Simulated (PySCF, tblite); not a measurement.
# C3H7FO2S: geometry, infrared bands and NMR shifts

What infrared bands and NMR shifts should C3H7FO2S (`CS(=O)(=O)CCF`) show?

The runs use tblite 0.8.0 and PySCF 2.14.0, with density-fitted response routines of our own; the level of theory stands in each step. All values are computed, except where a source is named. Atoms are numbered from 0 throughout.

## (1) The starting structure

14 atoms, charge 0, multiplicity 1; geometry from: force field or distance geometry start.

Bonds of the start (Å): C0–S1 1.78, S1–O2 1.45, S1–O3 1.45, S1–C4 1.77, C4–C5 1.52, C5–F6 1.37, C0–H7 1.09, C0–H8 1.09, C0–H9 1.09, C4–H10 1.09, C4–H11 1.09, C5–H12 1.08, C5–H13 1.09.

## (2) Relaxing the molecule with GFN2-xTB

What the job is given:

```
{"job": {"kind": "relax", "xc": "GFN2-xTB", "basis": "xTB"}, "charge": 0, "multiplicity": 1}
C      1.630600     0.294500    -0.579000
S      0.715300    -0.820000     0.456900
O      0.416300    -2.015300    -0.302600
O      1.453400    -0.930500     1.705300
C     -0.806700     0.004900     0.846900
C     -1.610500     0.289800    -0.405500
F     -1.028000     1.332900    -1.069600
H      1.130800     0.374800    -1.541600
H      2.633000    -0.109200    -0.713100
H      1.671900     1.269400    -0.083000
H     -0.556200     0.926100     1.370700
H     -1.363500    -0.659300     1.512900
H     -1.670400    -0.559400    -1.076000
H     -2.616700     0.601000    -0.144400
```

Launch:

```console
> OMP_NUM_THREADS=1 python probes_run.py task.json out
```

The driver reads the jobs from task.json and runs them one after another.

What it wrote:

```text
step      E/eV     max force
  0    -709.50246    1.681
  1    -709.54993    0.757
  2    -709.56148    0.315
  3    -709.57138    0.296
  4    -709.57841    0.280
  5    -709.58339    0.133
  6    -709.58525    0.093
  7    -709.58675    0.094
  8    -709.58793    0.095
  9    -709.58870    0.069
 10    -709.58920    0.067
 11    -709.58968    0.069
 12    -709.59024    0.073
 13    -709.59087    0.076
 14    -709.59147    0.061
 15    -709.59200    0.057
 16    -709.59245    0.065
 17    -709.59287    0.057
 18    -709.59328    0.056
 19    -709.59367    0.047
 20    -709.59401    0.046
 21    -709.59431    0.051
 22    -709.59458    0.052
 23    -709.59485    0.045
 24    -709.59507    0.036
 25    -709.59523    0.029
 26    -709.59536    0.033
 27    -709.59549    0.033
 28    -709.59567    0.047
 29    -709.59588    0.047
 30    -709.59609    0.036
 31    -709.59625    0.038
 32    -709.59642    0.035
 33    -709.59661    0.045
 34    -709.59683    0.049
 35    -709.59704    0.048
 36    -709.59723    0.044
 37    -709.59744    0.051
 38    -709.59773    0.057
 39    -709.59810    0.062
 40    -709.59842    0.055
 41    -709.59863    0.032
 42    -709.59877    0.029
 43    -709.59888    0.028
 44    -709.59897    0.026
 45    -709.59904    0.025
 46    -709.59910    0.021
 47    -709.59919    0.027
 48    -709.59931    0.042
 49    -709.59945    0.041
 50    -709.59956    0.028
 51    -709.59968    0.032
 52    -709.59985    0.040
 53    -709.60013    0.069
 54    -709.60054    0.082
 55    -709.60096    0.061
 56    -709.60131    0.056
 57    -709.60164    0.051
 58    -709.60198    0.061
 59    -709.60229    0.062
 60    -709.60253    0.040
 61    -709.60271    0.058
 62    -709.60291    0.044
 63    -709.60313    0.033
 64    -709.60324    0.022
 65    -709.60332    0.024
 66    -709.60339    0.018
 67    -709.60347    0.018
 68    -709.60351    0.011
 69    -709.60352    0.011
 70    -709.60354    0.011
 71    -709.60356    0.012
 72    -709.60359    0.014
 73    -709.60362    0.012
 74    -709.60364    0.012
 75    -709.60366    0.011
 76    -709.60369    0.011
 77    -709.60371    0.011
 78    -709.60373    0.012
 79    -709.60375    0.014
 80    -709.60378    0.016
 81    -709.60383    0.018
 82    -709.60391    0.020
 83    -709.60401    0.028
 84    -709.60410    0.029
 85    -709.60420    0.025
 86    -709.60431    0.024
 87    -709.60440    0.031
 88    -709.60445    0.019
 89    -709.60449    0.013
 90    -709.60451    0.014
 91    -709.60453    0.010
 92    -709.60455    0.007
```

Relaxation path: (not every step is listed)

| step | energy from step 0 (eV) | largest force (eV/Å) |
| --- | --- | --- |
| 0 | 0.0000 | 1.6813 |
| 1 | -0.0475 | 0.7571 |
| 2 | -0.0590 | 0.3153 |
| 3 | -0.0689 | 0.2957 |
| 4 | -0.0759 | 0.2799 |
| 5 | -0.0809 | 0.1335 |
| 6 | -0.0828 | 0.0928 |
| 7 | -0.0843 | 0.0942 |
| 8 | -0.0855 | 0.0955 |
| 15 | -0.0895 | 0.0572 |
| 22 | -0.0921 | 0.0524 |
| 29 | -0.0934 | 0.0469 |
| 36 | -0.0948 | 0.0441 |
| 43 | -0.0964 | 0.0277 |
| 50 | -0.0971 | 0.0284 |
| 57 | -0.0992 | 0.0510 |
| 64 | -0.1008 | 0.0219 |
| 71 | -0.1011 | 0.0122 |
| 78 | -0.1013 | 0.0124 |
| 85 | -0.1017 | 0.0253 |
| 87 | -0.1019 | 0.0311 |
| 88 | -0.1020 | 0.0193 |
| 89 | -0.1020 | 0.0134 |
| 90 | -0.1020 | 0.0137 |
| 91 | -0.1021 | 0.0099 |
| 92 | -0.1021 | 0.0066 |

Close pairs (by a distance rule), those that changed most:

| bond | before (Å) | after (Å) | change (Å) |
| --- | --- | --- | --- |
| S1–C4 | 1.775 | 1.835 | +0.061 |
| C0–S1 | 1.776 | 1.809 | +0.034 |
| S1–O3 | 1.454 | 1.436 | -0.019 |
| C0–H9 | 1.095 | 1.082 | -0.013 |
| C5–H12 | 1.084 | 1.095 | +0.011 |
| S1–O2 | 1.447 | 1.437 | -0.011 |
| C5–H13 | 1.085 | 1.095 | +0.010 |
| C5–F6 | 1.367 | 1.376 | +0.009 |

The final coordinates are the input of the step that follows.

## (3) Vibrational analysis with GFN2-xTB

What the job is given:

```
{"job": {"kind": "ir", "xc": "GFN2-xTB", "basis": "xTB"}, "charge": 0, "multiplicity": 1}
C      1.725159     0.348051    -0.527088
S      0.716636    -0.814962     0.423944
O      0.353040    -1.923395    -0.414468
O      1.392302    -1.099588     1.658637
C     -0.824392     0.092772     0.835752
C     -1.689709     0.209949    -0.394246
F     -1.182842     1.172900    -1.236745
H      1.162242     0.676685    -1.390152
H      2.618416    -0.182107    -0.833816
H      1.980180     1.174738     0.122446
H     -0.539133     1.061842     1.234428
H     -1.313810    -0.498815     1.603448
H     -1.685001    -0.735025    -0.947054
H     -2.713765     0.516480    -0.157252
```

What it wrote:

```text
mode    cm-1     km/mol
  1      56.8     11.74
  2      97.6      6.64
  3     151.1      5.69
  4     194.6      2.27
  5     219.2      3.57
  6     283.6      0.27
  7     323.4     11.86
  8     396.9     76.08
  9     446.8     52.04
 10     479.3     26.70
 11     628.4     45.52
 12     708.3     81.21
 13     802.2    145.37
 14     865.5     17.89
 15     870.4     37.01
 16     937.7      2.20
 17     959.8     55.49
 18    1083.4     60.56
 19    1114.8     69.21
 20    1119.9    231.22
 21    1181.3     59.76
 22    1230.9     19.63
 23    1262.8    482.19
 24    1275.4     39.60
 25    1319.8     15.98
 26    1401.9     15.23
 27    1416.8      6.45
 28    1427.0      4.60
 29    1430.8     11.51
 30    2949.6     21.13
 31    2961.2      6.11
 32    3033.8      3.91
 33    3043.0      2.44
 34    3068.4      0.76
 35    3084.2      1.65
 36    3097.4      1.11
```

Which atoms move in the most intense modes:

| cm⁻¹ | km/mol | atoms |
| --- | --- | --- |
| 397 | 76.1 | O2 22 %, O3 20 %, S1 15 %, C4 11 % |
| 708 | 81.2 | C0 30 %, S1 24 %, C4 12 % |
| 802 | 145.4 | C4 23 %, S1 20 %, H11 19 %, H8 12 % |
| 1083 | 60.6 | C5 41 %, C4 21 %, F6 11 % |
| 1115 | 69.2 | C5 26 %, H10 22 %, H11 17 %, C4 10 % |
| 1120 | 231.2 | O3 31 %, O2 29 %, S1 23 % |
| 1181 | 59.8 | H11 22 %, C4 21 %, H12 17 %, H13 14 % |
| 1263 | 482.2 | S1 42 %, O3 28 %, O2 23 % |

## (4) Shielding tensors: PBE0/pcSseg-1

Settings changed since step 3:

```diff
@@ -1,2 +1,2 @@
-{"job": {"kind": "ir", "xc": "GFN2-xTB", "basis": "xTB"}, "charge": 0, "multiplicity": 1}
+{"job": {"kind": "nmr", "xc": "PBE0", "basis": "pcSseg-1"}, "charge": 0, "multiplicity": 1}
 C      1.725159     0.348051    -0.527088
```

With the program's defaults for keys left out, this is: GIAO PBE0/pcSseg-1 NMR shielding, non-relativistic, gas phase.

What it wrote:

```text
coarse grid: 12480 points
cycle   1  E = -766.0319421332  dE =  1.522e+00  |g| = 1.197e+00  |ddm| = 3.427e+00
cycle   2  E = -765.3856564877  dE =  6.463e-01  |g| = 2.229e+00  |ddm| = 2.865e+00
cycle   3  E = -766.2791424642  dE = -8.935e-01  |g| = 1.924e-01  |ddm| = 2.103e+00
cycle   4  E = -766.2864767026  dE = -7.334e-03  |g| = 7.778e-02  |ddm| = 2.105e-01
cycle   5  E = -766.2876313264  dE = -1.155e-03  |g| = 1.619e-02  |ddm| = 5.484e-02
cycle   6  E = -766.2876744194  dE = -4.309e-05  |g| = 4.683e-03  |ddm| = 1.367e-02
cycle   7  E = -766.2876779839  dE = -3.565e-06  |g| = 1.024e-03  |ddm| = 3.334e-03
final grid: 117000 points
cycle   8  E = -766.3591138434  dE = -2.601e-05  |g| = 1.217e-02  |ddm| = 2.301e-02
cycle   9  E = -766.3590741680  dE =  3.968e-05  |g| = 1.868e-02  |ddm| = 2.381e-02
cycle  10  E = -766.3591433802  dE = -6.921e-05  |g| = 2.308e-03  |ddm| = 1.548e-02
cycle  11  E = -766.3591443379  dE = -9.577e-07  |g| = 2.500e-04  |ddm| = 1.796e-03
cycle  12  E = -766.3591443465  dE = -8.572e-09  |g| = 1.347e-04  |ddm| = 2.447e-04
cycle  13  E = -766.3591443490  dE = -2.582e-09  |g| = 3.367e-05  |ddm| = 1.055e-04
cycle  14  E = -766.3591443492  dE = -1.714e-10  |g| = 1.650e-05  |ddm| = 3.647e-05
converged SCF energy = -766.3591443492

GIAO shielding tensors (ppm)
atom      isotropic    diamagn.    paramagn.     s11        s22        s33       span
  0 C      137.478     256.773    -119.294    109.844    115.585    187.006     77.163
  1 S      204.791    1051.769    -846.978     43.744    194.119    376.511    332.766
  2 O      127.504     400.959    -273.454     63.440    125.086    193.987    130.547
  3 O      118.031     398.080    -280.049     63.549    109.019    181.526    117.977
  4 C      123.268     258.468    -135.199     98.479    115.620    155.706     57.227
  5 C      104.104     242.808    -138.704     71.538     82.586    158.188     86.651
  6 F      419.889     475.709     -55.819    367.521    414.834    477.312    109.791
  7 H       28.860      31.955      -3.095     25.023     29.198     32.359      7.336
  8 H       28.816      28.583       0.233     26.340     26.486     33.623      7.283
  9 H       29.240      31.086      -1.846     26.710     27.082     33.930      7.220
 10 H       28.545      32.535      -3.990     26.140     27.869     31.624      5.483
 11 H       29.144      31.182      -2.038     25.590     28.352     33.490      7.900
 12 H       26.214      29.523      -3.309     22.702     26.404     29.537      6.835
 13 H       26.614      27.722      -1.108     22.073     26.387     31.381      9.309
```

Wall time 20 s (1 thread, shared host).

Shifts follow as δ = σ(reference) − σ, with reference shieldings (ppm) from runs at the same level and on the same kind of geometry: ¹H TMS 31.72, ¹³C TMS 186.9, ¹⁹F CFCl3 170.9, ¹⁷O H2O 336.1, ³³S CS2 504. The references are single molecules in the gas phase, so shifts against H2O, NH3, PH3, H3PO4 or CFCl3 are not on the usual liquid scales and can be off by tens of ppm. Atoms listed in one row are averaged.

| atoms | environment | σ (ppm) | δ (ppm) | δ scaled to CDCl3 |
| --- | --- | --- | --- | --- |
| C5 | sp3 CH2 bonded to F | 104.1 | 82.8 | 78.9 |
| C4 | sp3 CH2 bonded to S | 123.3 | 63.7 | 55.8 |
| C0 | methyl carbon bonded to S | 137.5 | 49.4 | 41.9 |
| H12, H13 | hydrogen on an sp3 CH2 bonded to F | 26.41 | 5.30 | 5.10 |
| H10, H11 | hydrogen on an sp3 CH2 bonded to S | 28.84 | 2.87 | 2.81 |
| H7, H8, H9 | hydrogen on a methyl carbon bonded to S | 28.97 | 2.74 | 2.69 |
| S1 | sulfone sulfur | 205 | 299 | – |
| O2, O3 | S=O oxygen | 122.8 | 213.3 | – |
| F6 | fluorine on an sp3 carbon | 419.9 | -248.9 | – |

The scaled column applies a straight-line fit of computed shieldings to shifts measured in CDCl3, with any fitted terms for Cl, Br or S neighbours, and one for carbons that bear F (root-mean-square error 0.16 ppm for H, 1.9 ppm for C).

Charges from the same density, by scheme (e):

| atoms | Mulliken | IAO | Hirshfeld | ESP fit |
| --- | --- | --- | --- | --- |
| C0 | -0.36 | -0.64 | -0.12 | -0.63 |
| S1 | 0.90 | 1.99 | 0.52 | 1.10 |
| O2, O3 | -0.54 | -0.90 | -0.32 | -0.55 |
| C4 | -0.39 | -0.48 | -0.08 | -0.43 |
| C5 | 0.15 | 0.03 | 0.02 | 0.28 |
| F6 | -0.34 | -0.33 | -0.11 | -0.28 |

Mayer bond orders: C0–S1 0.89, S1–O2 1.71, S1–O3 1.74, S1–C4 0.85, C4–C5 1.01, C5–F6 0.87.

## (5) Summary of results

| quantity | value |
| --- | --- |
| strongest single infrared mode (GFN2-xTB) | 1263 cm⁻¹, 482 km/mol |
| zero-point energy (GFN2-xTB) | 64.2 kcal/mol |
| ¹³C shifts against TMS (PBE0/pcSseg-1) | 82.8, 63.7, 49.4 ppm |
| ¹H shifts against TMS (PBE0/pcSseg-1, means over atoms taken as alike) | 5.30, 2.87, 2.74 ppm |
| ³³S shifts against CS2 (PBE0/pcSseg-1) | 299 ppm |
| ¹⁷O shifts against H2O (PBE0/pcSseg-1, means over atoms taken as alike) | 213.3 ppm |
| ¹⁹F shifts against CFCl3 (PBE0/pcSseg-1) | -248.9 ppm |

What this shows: The optimisation took 92 steps and gained 0.102 eV; among the close pairs (by a distance rule), S1–C4 changed most, from 1.775 to 1.835 Å. All 36 modes are real, so the xTB geometry is a minimum. The strongest single mode, at 1263 cm⁻¹, is spread over several atoms, S1, O3, O2 among them. Unscaled tight-binding wavenumbers are off by several per cent, some by more. Its intensities can rank the bands wrongly. C5 (sp3 CH2 bonded to F) lies farthest downfield among carbon, at 82.8 ppm; pulled downfield by the heteroatom. The most deshielded hydrogen is H12, H13 (mean) (hydrogen on an sp3 CH2 bonded to F), at 5.30 ppm: its carbon carries F, which withdraws density. At PBE0/pcSseg-1: The widest tensor belongs to S1: span 333 ppm, with a paramagnetic part of -847 ppm.
